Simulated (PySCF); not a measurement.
**[TbCl2]2+: other functionals and bases at one geometry**

The task here is to estimate one member of a computed series from the others.

Method: several levels, as the steps say, no spin–orbit coupling; program: PySCF 2.14.0.

1 further run of the same task is left out (for a known fault of the program).

### Where the work starts

3 atoms, charge 2, spin multiplicity 1.

Bond lengths: Tb1–Cl2 2.259 Å, Tb1–Cl3 2.259 Å. Angles: Cl2–Tb1–Cl3 101.5°.

Geometry (Å):

```xyz
3
Cl2Tb
Tb    0.0000    0.0000   -0.5852
Cl    1.7492    0.0000    0.8440
Cl   -1.7492    0.0000    0.8440
```

Formal oxidation states: Tb +4. Each metal's 7 4f electrons lie in its core potential, so multiplicities, spins and levels count the valence alone. An earlier session relaxed this geometry at PBE0, Tb lcecp-2-SVP with ECP53, Cl def2-SVP (singlet, point group C2v).

At PBE0 on the finer grid: E = -962.481843 Eh, frontier levels not given, since the 4f levels lie in the core, Mulliken charge on Tb1 +1.70 e, largest force component 0.007 eV/Å. 

Levels to run: M06-L; TPSS; PBE0, TZVP. Hardware: 2 threads of Intel Xeon Platinum 8488C (Sapphire Rapids), shared host.

Set-up of the first run:

run.py (the lines that set the calculation) reads:

```python
mol = gto.M(atom='''
Tb     0.00000     0.00000    -0.58519
Cl     1.74925     0.00000     0.84402
Cl    -1.74925     0.00000     0.84402''',
    basis={'Tb': 'lcecp-2-SVP', 'Cl': 'def2-SVP'},
    ecp={'Tb': 'lcecp-2-SVP'},
    charge=2, spin=0)
mf = dft.RKS(mol, xc='M06L')
mf.grids.atom_grid = (75, 302)  # f atoms: unpruned, at least (60, 302)
mf = mf.density_fit()  # fitting sets: Tb AutoAux, Cl def2-universal-JKFIT
mf.conv_tol = 1e-08; mf.max_cycle = 55
mf.kernel(dm0)  # dm0: the density of the relaxed state
```

Launch:

```console
$ OMP_NUM_THREADS=2 python run.py
```

Among the steps run: M06-L; TPSS; PBE0, TZVP.

One of the session's tables, all rows but one given; the rest of the session is left out.

```
              level  charge on Tb1 (e)  dipole (D)  largest force component (eV/Å)
PBE0 (relaxed here)               1.70        4.08                            0.01
              M06-L               1.80        4.19                            0.48
               TPSS               1.66        3.79                            0.79
         PBE0, TZVP                  ?           ?                               ?
```

**Question.** Estimate the row for PBE0, TZVP.

**Answer.** charge on Tb1 (e): 1.90; dipole (D): 3.96; largest force component (eV/Å): 0.40. In the column «charge on Tb1 (e)» it is the highest.

The dipole of a charged species depends on the origin, so these sizes hold for this origin alone.

The largest leftover force, 0.79 eV/Å with TPSS, stands at a geometry relaxed at another level. With 4f in the core, its levels are missing from HOMO and gap, and its count is fixed, so no charge can pass from the ligands into it. Total energies of different levels can't be compared.
